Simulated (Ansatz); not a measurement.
# ScIn, space group P4/mmm: a comparison of functionals at one structure

Computed with Ansatz 0.2.0, Python API.

The cells in order, each with its output:

In [1]:
```python
import csv

import ansatz as az
from ase import Atoms
```

In [2]:
```python
atoms = Atoms(
    ['Sc', 'In'],
    scaled_positions=[
        (0.0, 0.0, 0.0),
        (0.5, 0.5, 0.5),
    ],
    cell=[
        (3.194944, 0.0, 0.0),
        (0.0, 3.194944, 0.0),
        (0.0, 0.0, 4.379735),
    ],
    pbc=True,
)
crystal = az.Crystal.from_ase(atoms)
```

In [3]:
```python
model = (
    crystal.calculation()
    .kpoints(9, 9, 7)
    .occupations(az.OccupationsMethod.FERMI_DIRAC, width=0.1)
    .pseudopotentials('paw')
    .scf(tolerance=1e-09)
    .forces()
    .stress()
)
```

In [4]:
```python
rows = []
for value in ['pbesol', 'lda', 'blyp']:
    r = model.functional(value).run(threads=1, pin='off').report
    rows.append((value, r['free_energy_ev'] / len(r['lattice']['sites']), r['n_iterations'], sum(r['stress_gpa'][i][i] for i in range(3)) / 3, max(abs(f) for row in r['forces_ev_ang'] for f in row), r['n_kpoints']))
```
```text
DeckWarning: basis.ecutwfc = 420 eV, auto-derived from the records' recommended cutoffs: set by Sc (normal level)
DeckWarning: output.stress: scf.convergence.dr2_threshold = 1e-9 eV is looser than the 2e-10 eV advised for a printed stress (1e-10 eV for each atom of the cell: 2). What an SCF threshold leaves in a stress goes as its square root, and in the free energy as the threshold itself, and one threshold admits the most on a [...]
```

In [5]:
```python
with open('xc.csv', 'w', newline='') as handle:
    writer = csv.writer(handle)
    writer.writerow(['functional', 'F/atom (eV)', 'iterations', 'P (GPa)', 'max component (eV/A)', 'k-points'])
    writer.writerows([round(v, 5) if isinstance(v, float) else v for v in row] for row in rows)
print(open('xc.csv').read())
```
```text
functional,F/atom (eV),iterations,P (GPa),max component (eV/A),k-points
pbesol,-3818.8966,8,-2.39417,0.0,60
lda,-3773.61604,8,-5.11169,0.0,60
blyp,-3878.15942,9,3.68521,0.0,60
```

From lowest to highest: LDA (-5.1 GPa), PBEsol (-2.4 GPa) and BLYP (3.7 GPa). At a fixed cell a lower pressure usually means a smaller equilibrium volume, so LDA prefers the smallest cell and BLYP the largest.

BLYP can be off by several per cent in the lattices of metals, and by several GPa in the pressure at a fixed cell. For a metal this k-point mesh is coarse: on a finer one energies can move by several to tens of meV an atom and pressures by half a GPa or more, differences at one mesh by less. Forces vanish by symmetry here and test nothing. Pressure is positive in compression. This cell is a computed structure, which may not be the phase found in nature. Warnings are shown shortened and without file and line. Total energies of different functionals can't be compared; pressures, moments and gaps at this one structure can. It ran for 8 s on 1 thread of Arm Neoverse V2, with other jobs on the host, peak memory 0.42 GiB.
